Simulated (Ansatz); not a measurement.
Consider a scan of the energy under strain of Ca, space group Pm-3m (Ansatz 0.2.0 through its Python package).

Script `ca_strain.py`:
```python
"""A biaxial strain scan of Ca."""

import logging
import sys
import warnings

import ansatz
import numpy as np
from tabulate import tabulate

logging.basicConfig(stream=sys.stdout, format="[%(levelname)s] %(message)s")
logger = logging.getLogger("run")
logger.setLevel(logging.INFO)

VECTORS = np.array([
    [2.615, 0.0, 0.0],
    [0.0, 2.615, 0.0],
    [0.0, 0.0, 2.615],
])
SITES = [
    ("Ca", (0.0, 0.0, 0.0)),
]


def on_lattice(cell):
    crystal = ansatz.Crystal(lattice=ansatz.Lattice.of(cell))
    for symbol, position in SITES:
        crystal = crystal.atom(symbol, position)
    return crystal


def main() -> None:
    warnings.simplefilter("ignore", ansatz.DeckWarning)

    # clamped ions: the fractional positions stay as typed
    values = np.linspace(-0.03, 0.03, 7)
    energies = []
    for d in values:
        strain = np.diag([d, d, 0])
        cell = VECTORS @ (np.eye(3) + strain)
        base = (
            on_lattice(cell).calculation()
            .occupations(ansatz.OccupationsMethod.FERMI_DIRAC, width=0.1)
            .basis(450)
            .functional("pbesol")
            .kpoints(13, 13, 13)
        )
        r = base.run(threads=1).report
        energies.append(r["free_energy_ev"] / len(SITES))
        logger.info(f"d = {d:+.4f}  F = {energies[-1]:.5f} eV/atom")
    energies = np.array(energies)

    print(tabulate(zip(values, 1000 * (energies - energies.min())), headers=["strain", "dE (meV/atom)"], floatfmt=".3f"))
    curvature = 2 * np.polyfit(values, energies, 3)[1]
    volume = abs(np.linalg.det(VECTORS)) / len(SITES)
    logger.info(f"d2E/dd2 over the volume: {curvature / volume * 160.21766:.1f} GPa")


if __name__ == "__main__":
    main()
```

How much energy does this biaxial strain cost, and what curvature follows?

Against the unstrained cell the energy per atom changes by +278.25 meV at one end of the scan and -232.81 meV at the other, and its second derivative over the volume is 453.1 GPa. The lowest row is an end of the scan, as the cell stands under stress.

The output:

Output of `python ca_strain.py`:
```text
[INFO] d = -0.0300  F = -1791.58187 eV/atom
[INFO] d = -0.0200  F = -1791.68022 eV/atom
[INFO] d = -0.0100  F = -1791.77286 eV/atom
[INFO] d = +0.0000  F = -1791.86012 eV/atom
[INFO] d = +0.0100  F = -1791.94246 eV/atom
[INFO] d = +0.0200  F = -1792.02007 eV/atom
[INFO] d = +0.0300  F = -1792.09293 eV/atom
  strain    dE (meV/atom)
--------  ---------------
  -0.030          511.061
  -0.020          412.710
  -0.010          320.073
   0.000          232.813
   0.010          150.473
   0.020           72.861
   0.030            0.000
[INFO] d2E/dd2 over the volume: 453.1 GPa
```

Caveats:
- Absolute energies stand on the zero of these potentials, so only differences at equal settings mean something.
- The curvature belongs to this strain pattern and to the cell's stress; it equals a single elastic constant only for simple patterns.
- In a metal a curvature from energy changes of a few meV or less hangs on mesh and smearing, in size and even in sign.
- This isn't the structure that Ca takes at ambient conditions.
- The ions keep their fractional positions (clamped ions).
- Timing: 10 s on 1 thread of Arm Neoverse V2 (shared host), peak memory 0.36 GiB.

(Lines on the test bed's own set-up are left out of the output.)
